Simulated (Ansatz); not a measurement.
# C₂H₈InN: basis-set convergence

How large a basis does C₂H₈InN need? Two functionals are run in growing sets.

Program: Ansatz 0.2.0, Gaussian basis. Level of theory: one geometry, several basis sets. These are calculated values, not measurements.

Levels to be run: PBE0-D4/def2-SVP; ωB97M-V/def2-SVP; PBE0-D4/def2-QZVPP; ωB97M-V/def2-QZVPP; the functionals' def2-TZVPP values are taken from earlier runs.

**1. The relaxed structure**

All runs share one geometry, relaxed beforehand with PBE0-D4 in a triple-zeta def2 set. In takes the def2 core potential; no spin-orbit term is included.

12 atoms, charge 0, spin multiplicity 1.

Atoms are counted from 1 here; the program's logs count them from 0.

Bond lengths: C1–In2 2.149 Å, C1–H5 1.091 Å, C1–H6 1.091 Å, C1–H7 1.090 Å, In2–C3 2.149 Å, In2–N4 2.021 Å, C3–H8 1.092 Å, C3–H9 1.090 Å, C3–H10 1.091 Å, N4–H11 1.007 Å, N4–H12 1.007 Å. Angles: In2–C1–H5 110.4°, In2–C1–H6 110.4°, In2–C1–H7 110.4°, H5–C1–H6 107.9°, H5–C1–H7 108.9°, H6–C1–H7 108.8°, C1–In2–C3 131.2°, C1–In2–N4 114.4°, C3–In2–N4 114.4°, In2–C3–H8 110.1°, In2–C3–H9 110.3°, In2–C3–H10 110.8°, H8–C3–H9 108.6°, H8–C3–H10 108.0°, H9–C3–H10 109.0°, In2–N4–H11 124.6°, In2–N4–H12 124.6°, H11–N4–H12 110.8°.

Geometry (Å):

```xyz
12
charge 0, multiplicity 1
C    -0.70403    1.76044   -0.94917
In   -0.03145   -0.05944   -0.02576
C     1.48701   -0.41869    1.45151
N    -0.99274   -1.72127   -0.65625
H     0.12374    2.25904   -1.45644
H    -1.09821    2.44543   -0.19632
H    -1.48774    1.54957   -1.67726
H     1.15957   -0.04471    2.42374
H     1.68548   -1.48742    1.53856
H     2.41329    0.09418    1.18807
H    -1.74448   -1.72660   -1.32550
H    -0.81044   -2.65053   -0.31518
```

**2. PBE0-D4 in def2-SVP**

in.yaml reads:

```yaml
crystal:
  periodic: [false, false, false]
  atoms:
    - {symbol: C, position_ang: [-0.704033, 1.760444, -0.949170]}
    - {symbol: In, position_ang: [-0.031450, -0.059439, -0.025761]}
    - {symbol: C, position_ang: [1.487008, -0.418690, 1.451512]}
    - {symbol: N, position_ang: [-0.992737, -1.721265, -0.656249]}
    - {symbol: H, position_ang: [0.123739, 2.259036, -1.456439]}
    - {symbol: H, position_ang: [-1.098214, 2.445431, -0.196322]}
    - {symbol: H, position_ang: [-1.487741, 1.549569, -1.677260]}
    - {symbol: H, position_ang: [1.159571, -0.044714, 2.423737]}
    - {symbol: H, position_ang: [1.685484, -1.487425, 1.538564]}
    - {symbol: H, position_ang: [2.413291, 0.094176, 1.188068]}
    - {symbol: H, position_ang: [-1.744480, -1.726597, -1.325502]}
    - {symbol: H, position_ang: [-0.810439, -2.650525, -0.315179]}
basis:
  gaussian: {orbitals: def2-SVP}
hamiltonian: {xc: pbe0, dispersion: d4}
output: {orbitals: {seedname: orbitals}}
```

Launch:

```console
$ ansatz run in.yaml --threads 4 --pin off --events-out ev --progress --plain --max-ram 10444MiB
```

Further steps of the session: ωB97M-V in def2-SVP; PBE0-D4 in def2-QZVPP; ωB97M-V in def2-QZVPP.

**Question.** What will the summary of the whole plan be? Wanted: PBE0-D4: double and triple zeta above quadruple; ωB97M-V: double and triple zeta above quadruple.

The runs gave:

```
                                       quantity          value
PBE0-D4: double and triple zeta above quadruple  4.97, 0.29 eV
ωB97M-V: double and triple zeta above quadruple  5.22, 0.28 eV
```

PBE0-D4 gains 4.68 eV from double to triple zeta, then 0.29 eV more. Total energies overstate the basis error of differences, where much of it tends to cancel. The LUMO of ωB97M-V is positive and keeps falling with the basis (1.40 to 0.77 eV): an unbound level that the basis holds in place.
